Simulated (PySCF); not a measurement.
# CH3F3NTa (Ta(NMe)F3): the cost of one run

Programs: PySCF 2.14.0, with routines of our own; each step states its level. All values are computed. Atoms count from 0.

## (1) The starting structure

9 atoms, charge 0, multiplicity 1; geometry from: GFN2-xTB.

## (2) Geometry optimisation at PBE0-D3(BJ)/def2-SVP

Job settings and geometry (Å):

```
{"job": {"xc": "PBE0", "basis": "def2-SVP", "d3": "d3bj", "grid": 1, "maxiter": 30, "shake": 0.03, "kind": "geom"}, "charge": 0, "multiplicity": 1}
Ta     0.068560    -0.068330    -1.527260
N     -0.018900    -0.015040     0.241240
C     -0.068290    -0.015770     1.635110
H      0.476640     0.947350     2.036090
H     -1.034720    -0.171840     2.003850
H      0.609720    -0.806540     2.031480
F      1.818830     0.011620    -2.154480
F     -0.839380     1.565990    -2.174380
F     -0.879720    -1.516880    -2.117310
```

Launch:

```console
$ OMP_NUM_THREADS=1 python heavy_run.py task.json out
```

This one command runs all jobs of the session in turn.

**Question.** How long does this first job take on 1 thread of Intel Xeon Platinum 8488C, shared host, and how much memory does it need?

About 98 s, with a peak of 0.47 GiB.
